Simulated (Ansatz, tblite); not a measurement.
# Al(PF3)Cl3 (AlCl3F3P): removing an electron

What does removing an electron cost or gain for Al(PF3)Cl3 (AlCl3F3P)? Each charged state is run at several levels.

Computed with Ansatz 0.2.0, Gaussian basis. Level: as each input shows.

The runs, in order: charge +1 doublet, at the geometry of the singlet (PBE0-D4/def2-TZVP, PBE-D4/def2-TZVP, ωB97M-V/def2-TZVP, CCSD(T)/def2-SVP); charge +1 doublet, relaxed (PBE0-D4/def2-TZVP, PBE-D4/def2-TZVP); the starting singlet's energies come from earlier runs.

2 further runs of the same task are left out: 2 set aside as unsound or not needed.

## 1. The structure

The singlet was relaxed beforehand with PBE-D4/def2-SVP.

8 atoms, charge 0, spin multiplicity 1.

Atoms are counted from 1 here; the program's logs count them from 0.

Bond lengths: Al1–P2 2.509 Å, Al1–Cl6 2.114 Å, Al1–Cl7 2.114 Å, Al1–Cl8 2.114 Å, P2–F3 1.592 Å, P2–F4 1.592 Å, P2–F5 1.592 Å. Angles: P2–Al1–Cl6 96.0°, P2–Al1–Cl7 96.0°, P2–Al1–Cl8 96.0°, Cl6–Al1–Cl7 118.9°, Cl6–Al1–Cl8 118.9°, Cl7–Al1–Cl8 118.9°, Al1–P2–F3 117.4°, Al1–P2–F4 117.5°, Al1–P2–F5 117.5°, F3–P2–F4 100.4°, F3–P2–F5 100.4°, F4–P2–F5 100.4°.

## 2. Charge +1 doublet at the fixed geometry, PBE0-D4/def2-TZVP

Input file in.yaml:

```yaml
crystal:
  periodic: [false, false, false]
  atoms:
    - {symbol: Al, position_ang: [-0.002656, 0.003574, -1.447093]}
    - {symbol: P, position_ang: [0.002510, -0.003044, 1.061953]}
    - {symbol: F, position_ang: [-1.408840, 0.040139, 1.797821]}
    - {symbol: F, position_ang: [0.748017, 1.196362, 1.797715]}
    - {symbol: F, position_ang: [0.670862, -1.249661, 1.793362]}
    - {symbol: Cl, position_ang: [2.098451, -0.049157, -1.673055]}
    - {symbol: Cl, position_ang: [-1.007867, 1.850992, -1.660941]}
    - {symbol: Cl, position_ang: [-1.100477, -1.789214, -1.669752]}
basis:
  gaussian: {orbitals: def2-TZVP}
total_charge: 1
magnetization: {spin_polarized: true, initial_magnetization: 1}
hamiltonian: {xc: pbe0, dispersion: d4}
scf: {omitted_lower_state_checks: [starts]}
output: {orbitals: {seedname: orbitals}}
```

The run is started by

```bash
ansatz run in.yaml --threads 4 --pin off --events-out ev --progress --plain --max-ram 4787MiB
```

What it wrote:

```text
Functional definition: PBE0
  name "PBE0"
  cite "Adamo & Barone, J. Chem. Phys. 110, 6158 (1999) doi:10.1063/1.478522"
  cite "Perdew, Burke & Ernzerhof, Phys. Rev. Lett. 77, 3865 (1996) doi:10.1103/PhysRevLett.77.3865"
  parent pbe
  parameter a = 0.25
  parameter kappa = 0.804
  parameter beta = 0.06672455060314922
  exchange = (1 - a)*pbe_x(kappa = kappa, mu = beta*pi^2/3) + a*exact_x
  correlation = pbe_c(beta = beta)
these checks for a lower state are left out or cut short: starts
1833 factors; their error is unknown
mean field evaluation 1: about -61574.1657 eV, gradient 4.9e1 eV
mean field evaluation 2: about -61547.2238 eV, gradient 9.8e1 eV
mean field evaluation 4: about -61580.7680 eV, gradient 3.8e0 eV
mean field evaluation 8: about -61580.8285 eV, gradient 1.7e-1 eV
mean field evaluation 16: about -61580.9954 eV, gradient 1.9e-3 eV
mean field -61580.99538404 eV, -2263.0598392655 hartree, gradient 9.4e-6 eV, S^2 0.756587; 0 other end points of the search recorded, 0 dependent functions left out
reference -61580.99541308 eV, -2263.0598403329 hartree; 53, 52 occupied and 225, 226 virtual orbitals, 1833 factors
Total energy: -61581.28460677 eV, -2263.0704680048 hartree
Checks for a lower state left out: starts
```

Run time: 74 s. Hardware: 4 threads of Intel Xeon at 2.70GHz, shared host; peak memory 1.6 GiB.

HOMO -14.69 eV, LUMO -13.02 eV (over both spins); ⟨S²⟩ 0.757 (pure: 0.75).

## 3. Charge +1 doublet at the fixed geometry, PBE-D4/def2-TZVP

start.molden holds the orbitals of an earlier run on this state, given as this run's starting guess.

in.yaml: that of step 2 with these lines changed.

```diff
@@ -12,6 +12,6 @@
 basis:
-  gaussian: {orbitals: def2-TZVP}
+  gaussian: {orbitals: def2-TZVP, initial_orbitals: start.molden}
 total_charge: 1
 magnetization: {spin_polarized: true, initial_magnetization: 1}
-hamiltonian: {xc: pbe0, dispersion: d4}
+hamiltonian: {xc: pbe, dispersion: d4}
 scf: {omitted_lower_state_checks: [starts]}
```

Launched as before.

What it wrote:

```text
Functional definition: PBE
  name "PBE"
  cite "Perdew, Burke & Ernzerhof, Phys. Rev. Lett. 77, 3865 (1996) doi:10.1103/PhysRevLett.77.3865"
  parent pbe
  parameter kappa = 0.804
  parameter beta = 0.06672455060314922
  exchange = pbe_x(kappa = kappa, mu = beta*pi^2/3)
  correlation = pbe_c(beta = beta)
these checks for a lower state are left out or cut short: starts
1765 factors; their error is unknown
mean field evaluation 1: about -61577.1765 eV, gradient 1.3e1 eV
mean field evaluation 2: about -61577.4056 eV, gradient 3.0e-1 eV
mean field evaluation 4: about -61577.3955 eV, gradient 6.4e-2 eV
mean field evaluation 8: about -61577.3962 eV, gradient 7.1e-3 eV
mean field evaluation 16: about -61577.3962 eV, gradient 6.4e-5 eV
mean field -61577.39620370 eV, -2262.9275718278 hartree, gradient 9.7e-6 eV, S^2 0.751985; 0 other end points of the search recorded, 0 dependent functions left out
reference -61577.39624278 eV, -2262.9275732638 hartree; 53, 52 occupied and 225, 226 virtual orbitals, 1765 factors
Total energy: -61577.72642354 eV, -2262.9397071830 hartree
Checks for a lower state left out: starts
```

Run time: 14 s. Hardware: 4 threads of Intel Xeon at 2.70GHz, shared host; peak memory 1.1 GiB.

HOMO -13.26 eV, LUMO -13.23 eV (over both spins); ⟨S²⟩ 0.752 (pure: 0.75).

## 4. Charge +1 doublet at the fixed geometry, ωB97M-V/def2-TZVP

in.yaml: that of step 3 with these lines changed.

```diff
@@ -15,3 +15,3 @@
 magnetization: {spin_polarized: true, initial_magnetization: 1}
-hamiltonian: {xc: pbe, dispersion: d4}
+hamiltonian: {xc: {name: wB97M-V}}
 scf: {omitted_lower_state_checks: [starts]}
```

The command is unchanged.

What it wrote, cut to the lines that bear on the results:

```text
Functional definition: wB97M-V
  name "wB97M-V"
  cite "Mardirossian & Head-Gordon, J. Chem. Phys. 144, 214110 (2016) doi:10.1063/1.4952647"
  cite "Becke, J. Chem. Phys. 107, 8554 (1997) doi:10.1063/1.475007"
  cite "Vydrov & Van Voorhis, J. Chem. Phys. 133, 244103 (2010) doi:10.1063/1.3521275"
  # Of w^i u^j: cxij and so on, Table III.
[...]
  gx(w, u) = 1 - cx + cx01*u + cx10*w
  gss(w, u) = css00 + css04*u^4 + css10*w + css20*w^2 + css43*w^4*u^3
  gos(w, u) = cos00 + cos10*w + (cos20 + cos21*u)*w^2 + (cos60 + cos61*u)*w^6
[...]
      + integral(e_c_pw_mod_opposite_spin*gos(b97_w_opposite, b97_u_opposite)) + vv10(b, c)
[...]
1786 factors; their error is unknown
308 factors; integrals over basis functions are off by at most 2.6e-5 eV
the host lacks memory for fits, so the integrals are decomposed
1703 factors; integrals over basis functions are off by at most 1.1e-3 eV
308 factors; integrals over basis functions are off by at most 2.6e-5 eV
[...]
mean field -61603.00454537 eV, -2263.8686610262 hartree, gradient 5.6e-6 eV, S^2 0.758348; 0 other end points of the search recorded, 0 dependent functions left out
reference -61603.00458964 eV, -2263.8686626530 hartree; 53, 52 occupied and 225, 226 virtual orbitals, 1703 factors
Total energy: -61603.00458964 eV, -2263.8686626530 hartree
Checks for a lower state left out: starts
```

Run time: 52 s. Hardware: 4 threads of Intel Xeon at 2.70GHz, shared host; peak memory 1.8 GiB.

Report: HOMO -16.54 eV, LUMO -11.76 eV (over both spins); ⟨S²⟩ 0.758 (pure: 0.75).

## 5. Charge +1 doublet at the fixed geometry, CCSD(T)/def2-SVP

in.yaml: that of step 4 with these lines changed.

```diff
@@ -12,7 +12,7 @@
 basis:
-  gaussian: {orbitals: def2-TZVP, initial_orbitals: start.molden}
+  gaussian: {orbitals: def2-SVP, initial_orbitals: start.molden}
 total_charge: 1
 magnetization: {spin_polarized: true, initial_magnetization: 1}
-hamiltonian: {xc: {name: wB97M-V}}
-scf: {omitted_lower_state_checks: [starts]}
+correlation: {method: ccsd_t}
+scf: {omitted_lower_state_checks: [starts, cluster_reference]}
 output: {orbitals: {seedname: orbitals}}
```

The command is unchanged.

What it wrote, cut to the lines that bear on the results:

```text
Functional definition: HF
  name "HF"
  cite "Fock, Z. Phys. 61, 126 (1930) doi:10.1007/BF01340294"
  parent pbe
[...]
1177 factors; integrals over basis functions are off by at most 9.3e-4 eV
[...]
mean field -61457.08576940 eV, -2258.5062449165 hartree, gradient 4.2e-6 eV, S^2 0.757501; 0 other end points of the search recorded, 0 dependent functions left out
28 core orbitals not correlated: weight in the atoms' cores, before any rotation towards them, 1.000 or more for the frozen orbitals, at most 0.000 for the correlated occupied ones
reference -61457.08576940 eV, -2258.5062449165 hartree; 25, 24 occupied and 79, 80 virtual orbitals, 1177 factors
second order -30.05357213 eV of doubles, -0.00000000 eV of singles
cycle   1  -30.57791059 eV  change   -5.2e-1 eV  update   1.4e-1
[...]
cycle  19  -31.56329868 eV  change   -1.5e-5 eV  update   3.3e-5
perturbative correction -0.78349741 eV, -0.0287929986 hartree
Total energy: -61489.43256548 eV, -2259.6949677470 hartree
Checks for a lower state left out: starts, cluster_reference
```

It took 76 s on 4 threads of Intel Xeon at 2.70GHz, shared host; peak memory 1.8 GiB.

From the report: Hartree-Fock HOMO -17.08 eV, LUMO -9.81 eV (over both spins); ⟨S²⟩ 0.758 (pure: 0.75); T1 0.056. Doubts: large T1 diagnostic.

## 6. Vertical ionisation energy

Charged state less starting state, singlet to doublet; the starting state's energies are those of its earlier runs.

```tsv
level	vertical ionisation energy (eV)	time
HF/def2-SVP†	+11.25	
PBE-D4/def2-TZVP	+10.51	18 s
PBE0-D4/def2-TZVP	+11.11	84 s
ωB97M-V/def2-TZVP	+11.59	68 s
MP2/def2-SVP†	+11.77	
CCSD/def2-SVP†	+11.49	
CCSD(T)/def2-SVP†	+11.35	91 s
```

Times add the two runs; a level without a time comes out of a correlated run. † marks a level with a doubtful state (flagged, unstable, out of aufbau order, or strongly spin-contaminated); such levels are left out of the summary. CCSD(T)/def2-SVP is no safe reference here (large T1 diagnostic).

Beside −ε(HOMO) of the starting state:

```tsv
level	−ε(HOMO) (eV)	by difference (eV)	mismatch (eV)
PBE-D4/def2-TZVP	7.75	10.51	-2.76
PBE0-D4/def2-TZVP	9.18	11.11	-1.93
ωB97M-V/def2-TZVP	11.43	11.59	-0.16
```

## 7. Relaxing the charge +1 doublet

in.yaml: that of step 5 with these lines changed.

```diff
@@ -12,7 +12,8 @@
 basis:
-  gaussian: {orbitals: def2-SVP, initial_orbitals: start.molden}
+  gaussian: {orbitals: def2-SVP}
 total_charge: 1
 magnetization: {spin_polarized: true, initial_magnetization: 1}
-correlation: {method: ccsd_t}
-scf: {omitted_lower_state_checks: [starts, cluster_reference]}
+hamiltonian: {xc: pbe, dispersion: d4}
+scf: {lower_state_search: "off"}
 output: {orbitals: {seedname: orbitals}}
+relax: {f_tol: 0.02, max_steps: 100}
```

The command is unchanged.

What it wrote, cut to the lines that bear on the results:

```text
Functional definition: PBE
  name "PBE"
  cite "Perdew, Burke & Ernzerhof, Phys. Rev. Lett. 77, 3865 (1996) doi:10.1103/PhysRevLett.77.3865"
  parent pbe
[...]
1429 factors; their error is unknown
[...]
mean field -61547.95582977 eV, -2261.8456580414 hartree, gradient 2.5e-6 eV, S^2 0.751461; 0 other end points of the search recorded, 0 dependent functions left out
[...]
reference -61547.95586248 eV, -2261.8456592431 hartree; 53, 52 occupied and 79, 80 virtual orbitals, 1429 factors
relax step   1: F+E_penalty+E_count = -61548.28601054 eV  Δ(F+E_penalty+E_count) = +0.000e0 eV  max|allowed force component| = 1.790e0 eV/Å  Δτ_max = 0.0000 Å  (94 SCF iters, accepted)
[...]
relax step   4: F+E_penalty+E_count = -61548.43041035 eV  Δ(F+E_penalty+E_count) = -1.037e-2 eV  max|allowed force component| = 5.256e-2 eV/Å  Δτ_max = 0.0368 Å  (23 SCF iters, accepted)
[...]
Total energy: -61548.43105921 eV, -2261.8631224010 hartree
Atom 0 at    -0.002720     0.003113    -1.305193 Å, force     0.000999     0.000216    -0.010167 eV/Å
Atom 1 at     0.002643    -0.002153     1.169942 Å, force    -0.000903    -0.001565     0.013445 eV/Å
Atom 2 at    -1.421887     0.038913     1.834764 Å, force     0.005703     0.000107    -0.002182 eV/Å
Atom 3 at     0.753599     1.208668     1.835494 Å, force    -0.003966    -0.006072    -0.004986 eV/Å
Atom 4 at     0.678855    -1.260224     1.827907 Å, force    -0.002044     0.005328    -0.002152 eV/Å
Atom 5 at     2.074291    -0.050665    -1.792157 Å, force    -0.006973     0.000091     0.001666 eV/Å
Atom 6 at    -0.995895     1.831010    -1.780465 Å, force     0.003008    -0.005660     0.001209 eV/Å
Atom 7 at    -1.088886    -1.768671    -1.790281 Å, force     0.004176     0.007555     0.003167 eV/Å
Dipole moment:     0.000083     0.000330    -0.097314 e Å
Checks for a lower state left out: stability, starts, cluster_reference, orbital_swaps, neighbouring_geometries, increment
```

Wall time 12 s (4 threads of Intel Xeon at 2.70GHz, shared host).

Step by step:

```tsv
step	energy from step 1 (eV)	largest force component (eV/Å)
1	0.0000	1.7897
2	-0.1012	0.8617
3	-0.1340	0.2786
4	-0.1444	0.0526
5	-0.1450	0.0134
```

Distances of close pairs at the start and the end, largest changes first:

```tsv
bond	before (Å)	after (Å)	change (Å)
Al1–P2	2.509	2.475	-0.034
Al1–Cl6	2.114	2.134	+0.020
Al1–Cl8	2.114	2.134	+0.020
Al1–Cl7	2.114	2.134	+0.020
P2–F5	1.592	1.573	-0.020
P2–F4	1.592	1.573	-0.020
P2–F3	1.592	1.573	-0.020
```

## 8. Charge +1 doublet, PBE0-D4/def2-TZVP

Input file in.yaml:

```yaml
crystal:
  periodic: [false, false, false]
  atoms:
    - {symbol: Al, position_ang: [-0.002720, 0.003113, -1.305193]}
    - {symbol: P, position_ang: [0.002643, -0.002153, 1.169942]}
    - {symbol: F, position_ang: [-1.421887, 0.038913, 1.834764]}
    - {symbol: F, position_ang: [0.753599, 1.208668, 1.835494]}
    - {symbol: F, position_ang: [0.678855, -1.260224, 1.827907]}
    - {symbol: Cl, position_ang: [2.074291, -0.050665, -1.792157]}
    - {symbol: Cl, position_ang: [-0.995895, 1.831010, -1.780465]}
    - {symbol: Cl, position_ang: [-1.088886, -1.768671, -1.790281]}
basis:
  gaussian: {orbitals: def2-TZVP, initial_orbitals: start.molden}
total_charge: 1
magnetization: {spin_polarized: true, initial_magnetization: 1}
hamiltonian: {xc: pbe0, dispersion: d4}
scf: {omitted_lower_state_checks: [starts]}
output: {orbitals: {seedname: orbitals}}
```

Launched as before.

What it wrote:

```text
Functional definition: PBE0
  name "PBE0"
  cite "Adamo & Barone, J. Chem. Phys. 110, 6158 (1999) doi:10.1063/1.478522"
  cite "Perdew, Burke & Ernzerhof, Phys. Rev. Lett. 77, 3865 (1996) doi:10.1103/PhysRevLett.77.3865"
  parent pbe
  parameter a = 0.25
  parameter kappa = 0.804
  parameter beta = 0.06672455060314922
  exchange = (1 - a)*pbe_x(kappa = kappa, mu = beta*pi^2/3) + a*exact_x
  correlation = pbe_c(beta = beta)
these checks for a lower state are left out or cut short: starts
1833 factors; their error is unknown
mean field evaluation 1: about -61573.0666 eV, gradient 2.0e2 eV
mean field evaluation 2: about -61580.7284 eV, gradient 9.2e0 eV
mean field evaluation 4: about -61581.0554 eV, gradient 1.0e-3 eV
mean field evaluation 8: about -61581.2235 eV, gradient 9.9e-6 eV
mean field -61581.22352338 eV, -2263.0682232316 hartree, gradient 9.9e-6 eV, S^2 0.756611; 0 other end points of the search recorded, 0 dependent functions left out
reference -61581.22355270 eV, -2263.0682243090 hartree; 53, 52 occupied and 225, 226 virtual orbitals, 1833 factors
Total energy: -61581.50600375 eV, -2263.0786041938 hartree
Checks for a lower state left out: starts
```

Wall time 19 s (4 threads of Intel Xeon at 2.70GHz, shared host); peak memory 1.4 GiB.

HOMO -14.38 eV, LUMO -12.71 eV (over both spins); ⟨S²⟩ 0.757 (pure: 0.75).

## 9. Charge +1 doublet, PBE-D4/def2-TZVP

in.yaml: that of step 8 with these lines changed.

```diff
@@ -15,3 +15,3 @@
 magnetization: {spin_polarized: true, initial_magnetization: 1}
-hamiltonian: {xc: pbe0, dispersion: d4}
+hamiltonian: {xc: pbe, dispersion: d4}
 scf: {omitted_lower_state_checks: [starts]}
```

The command is unchanged.

What it wrote:

```text
Functional definition: PBE
  name "PBE"
  cite "Perdew, Burke & Ernzerhof, Phys. Rev. Lett. 77, 3865 (1996) doi:10.1103/PhysRevLett.77.3865"
  parent pbe
  parameter kappa = 0.804
  parameter beta = 0.06672455060314922
  exchange = pbe_x(kappa = kappa, mu = beta*pi^2/3)
  correlation = pbe_c(beta = beta)
these checks for a lower state are left out or cut short: starts
1765 factors; their error is unknown
mean field evaluation 1: about -61577.3660 eV, gradient 1.3e1 eV
mean field evaluation 2: about -61577.5934 eV, gradient 3.0e-1 eV
mean field evaluation 4: about -61577.5852 eV, gradient 6.0e-2 eV
mean field evaluation 8: about -61577.5852 eV, gradient 2.5e-5 eV
mean field -61577.58516397 eV, -2262.9345159894 hartree, gradient 1.0e-5 eV, S^2 0.752076; 0 other end points of the search recorded, 0 dependent functions left out
reference -61577.58520346 eV, -2262.9345174410 hartree; 53, 52 occupied and 225, 226 virtual orbitals, 1765 factors
Total energy: -61577.90700563 eV, -2262.9463434525 hartree
Checks for a lower state left out: starts
```

Wall time 6.5 s (4 threads of Intel Xeon at 2.70GHz, shared host).

HOMO -13.31 eV, LUMO -12.96 eV (over both spins); ⟨S²⟩ 0.752 (pure: 0.75).

## 10. Fields of the charge +1 doublet

The fields below are evaluated on a grid from the run's orbitals.

Frontier orbitals at PBE0-D4/def2-TZVP (alpha spin), with the share of their density that lies nearest to each atom:

```tsv
orbital	energy (eV)	lies on
HOMO-1	-15.03	Cl7 63 %; Cl6, Cl8 about 17 % each
HOMO	-14.89	Cl6, Cl7, Cl8 about 23 % each; P2 16 %
LUMO	-6.42	P2 44 %; Al1 16 %; F4 12 %
```

ELF in a plane through or near 4 of the atoms.

Ten even steps from '0' (0.00) to '9' (0.98):
```
0000000000000000000000000000
0000000000000000000000000000
0000013344321000000000000000
0001357788764200000000000000
0013678888987410000000000000
0025787264887400000000000000
0025788343886200000000000000
0012468888753123211000000000
0000125531012598412210000000
0000001026732796352121000000
0000000026732796352221000000
0000001100002687436775200000
0000000111100122367488520000
0000000000000000378788520000
0000000000000000257775200000
0000000000000000011110000000
0000000000000000000000000000
0000000000000000000000000000
0000000000000000000000000000
0000000000000000000000000000
```
The map spans 8.9 Å across and 9.4 Å up, centred on the molecule. Atoms in the plane (x, y in Å): Al1 (-1.3, 0.0), P2 (1.2, 0.0), F5 (1.8, -1.4), Cl7 (-1.8, 2.1).

log10 of the density (e/Å³) in the same plane.

Ten even steps from ' ' (-4.0) to '@' (2.0):
```
              ......                                    
        ....::::::::::......                            
    ..::::----======------::..                          
  ..::----==++++++++++====--::..                        
  ..----==++**********++====::::....                    
..::--==++**##%%@@@@****++==--::::::::::::::....        
..::--==++++**##%%%%****++==--------====----::::..      
....----==++**********++++====++++++++++++==--::::..    
  ..::----==++++++**++++++++++++******++++++==--::..    
  ..::::--====++##%%%%**++++****##@@##**++++==--::..    
  ..::::--====++**%%%%**++++****##%%##**++++==--::..    
  ..::::--====++++++++++++++++++******##****==--::..    
  ..::::----====++++==========++++**##%%####++==--::    
    ..::::----========--------==++**##%%##**++==--::    
    ....::::------------::::::--==++******++==--::..    
        ....::::::::::::......::::----==----::....      
            ............      ......::::::....          
                                                        
                                                        
                                                        
```
The map spans 8.9 Å across and 9.4 Å up, centred on the molecule. Atoms in the plane (x, y in Å): Al1 (-1.3, 0.0), P2 (1.2, 0.0), F5 (1.8, -1.4), Cl7 (-1.8, 2.1).

On the surface of density 0.002 e/bohr³ the electrostatic potential runs, from the 1st to the 99th percentile, from 3.60 V near F4 to 6.65 V near Al1.

The spin density lies nearest to Cl6, Cl7, Cl8 about 32 % each.

## 11. Adiabatic ionisation energy

Charged state less starting state, singlet to doublet; the starting state's energies are those of its earlier runs.

```tsv
level	adiabatic ionisation energy (eV)	time
PBE-D4/def2-TZVP	+10.33	10 s
PBE0-D4/def2-TZVP	+10.89	30 s
```

Times add the two runs; a level without a time comes out of a correlated run.

## 12. Summary of results

| quantity | value |
| --- | --- |
| vertical ionisation energy, functionals in def2-TZVP | 10.51 (PBE-D4) to 11.59 eV (ωB97M-V) |
| adiabatic ionisation energy, functionals in def2-TZVP | 10.33 (PBE-D4) to 10.89 eV (PBE0-D4) |
| relaxation of the cation side, PBE-D4/def2-TZVP | 0.18 eV |

The vertical ionisation energy spans 10.51 to 11.59 eV over the functionals. −ε(HOMO) misses the level's own difference by -0.16 eV at best (ωB97M-V) and -2.76 eV at worst (PBE-D4). The adiabatic ionisation energy spans 10.33 to 10.89 eV over the functionals. Relaxing the oxidised state gains 0.18 eV at PBE-D4/def2-TZVP.
